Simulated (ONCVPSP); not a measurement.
**Promethium: generating and testing an ONCV potential**

Task: generate the file, and judge it by its errors in other configurations, its logarithmic derivatives, its ghosts and its cutoff.

The numbers are computed with ONCVPSP 4.0.1.1 (patched build) (LDA (Perdew-Wang 92), scalar-relativistic, spin-unpolarised reference atom).

## (1) The design

Typed settings, in words:

| Quantity | Value |
| --- | --- |
| element | promethium (Pm, Z = 61) |
| type | optimised norm-conserving Vanderbilt (ONCV) |
| frozen core | [Kr] 4d10 |
| valence charge | 15 |
| reference configuration | 4f5 5s2 5p6 6s1.75 (charge +0.25) |
| partial waves | 5s+6s: rc 2.45 bohr, ncon 3, nbas 6, qcut 5.9 1/bohr, 2 projectors; 5p: rc 2.05 bohr, ncon 4, nbas 7, qcut 7.3 1/bohr, 3 projectors, debl 3 Ha; d scattering state at 0.03 Ha: rc 1.60 bohr, ncon 5, nbas 8, qcut 5.4 1/bohr, local; 4f: rc 1.60 bohr, ncon 4, nbas 9, qcut 11 1/bohr, 1 projector |
| local potential | the d channel |
| core correction | Teter function fitted to the true core (icmod 2), fcfact 0.6 |

The nodes and maxima of the atom's own shells, from an earlier all-electron run, set the scale for the radii.

All-electron outer shells of the reference configuration (LDA (PZ), scalar-relativistic, ld1.x):

```json
{"shell": "5s", "level (eV)": "-43.41", "outermost node (bohr)": "0.70", "outermost maximum (bohr)": "1.29"}
{"shell": "5p", "level (eV)": "-24.17", "outermost node (bohr)": "0.75", "outermost maximum (bohr)": "1.46"}
{"shell": "6s", "level (eV)": "-4.84", "outermost node (bohr)": "1.73", "outermost maximum (bohr)": "3.63"}
{"shell": "4f", "level (eV)": "-3.75", "outermost node (bohr)": "–", "outermost maximum (bohr)": "0.64"}
{"shell": "5d", "level (eV)": "-3.24", "outermost node (bohr)": "0.86", "outermost maximum (bohr)": "2.20"}
{"shell": "6p", "level (eV)": "-2.24", "outermost node (bohr)": "2.09", "outermost maximum (bohr)": "4.78"}
```

## (2) Generation

Contents of Pm.dat:

```
# ATOM AND REFERENCE CONFIGURATION
# atsym  z   nc   nv     iexc    psfile
  Pm 61.00    9    4  -001012      upf
#
#   n    l    f
    1    0    2.00
    2    0    2.00
    2    1    6.00
    3    0    2.00
    3    1    6.00
    3    2   10.00
    4    0    2.00
    4    1    6.00
    4    2   10.00
    4    3    5.00
    5    0    2.00
    5    1    6.00
    6    0    1.75
#
# PSEUDOPOTENTIAL AND OPTIMIZATION
# lmax
    3
#
#   l,   rc,      ep,       ncon, nbas, qcut
    0    2.45    0.00    3    6    5.90
    1    2.05    0.00    4    7    7.30
    2    1.60    0.03    5    8    5.40
    3    1.60    0.00    4    9   11.00
#
# LOCAL POTENTIAL
# lloc, lpopt,  rc(5),   dvloc0
    2    5    1.60    0.00
#
# VANDERBILT-KLEINMAN-BYLANDER PROJECTORs
# l, nproj, debl
    0    2    1.10
    1    3    3.00
    2    0    2.80
    3    1    3.80
#
# MODEL CORE CHARGE
# icmod, fcfact, rcfact
    2    0.60    0.95
#
# LOG DERIVATIVE ANALYSIS
# epsh1, epsh2, depsh
   -3.00    5.00    0.02
#
# OUTPUT GRID
# rlmax, drl
    6.00    0.01
#
# TEST CONFIGURATIONS
# ncnf
    4
# nvcnf
#   n    l    f
    4
    4    3    5.00
    5    0    2.00
    5    1    6.00
    6    0    2.00
#
    4
    4    3    5.00
    5    0    2.00
    5    1    6.00
    6    0    1.00
#
    4
    4    3    5.00
    5    0    2.00
    5    1    6.00
    6    0    0.00
#
    5
    4    3    4.00
    5    0    2.00
    5    1    6.00
    6    0    1.00
    5    2    1.00
#
```

Started as:

```sh
$ oncvpsp.x < Pm.dat > Pm.out
```

Q: Predict the outcome of this session. Wanted: cutoffs for 1 and 0.1 mHa per electron, occupied waves; bound ghosts; GHOST(+) flags; largest phase difference near zero energy, channels read; rms error of d²Exc/dn², without and with the model core; projector energies reset by the program.

**Answer**, as computed:

| quantity | value |
| --- | --- |
| cutoffs for 1 and 0.1 mHa per electron, occupied waves | 51 Ha and 55 Ha |
| bound ghosts | s at -530.61 eV |
| GHOST(+) flags | p at 287 eV |
| largest phase difference near zero energy, channels read | 0.037 rad |
| rms error of d²Exc/dn², without and with the model core | 8.39 and 2.40 mHa |
| projector energies reset by the program | d: 0.050 Ha |

A bound ghost (s) makes it unfit for use: electrons can fall into a state that the atom doesn't have. The potential is hard: the looser tolerance needs 51 Ha. At the looser tolerance the 4f wave is the slowest; 5p needs 16 Ha. That counts occupied waves only; other projectors can need more. Near zero energy the largest phase difference among the channels read is 0.04 rad, in the f channel. The program also flags highly localised states, GHOST(+) (p). All of this concerns the isolated atom, not yet a solid.
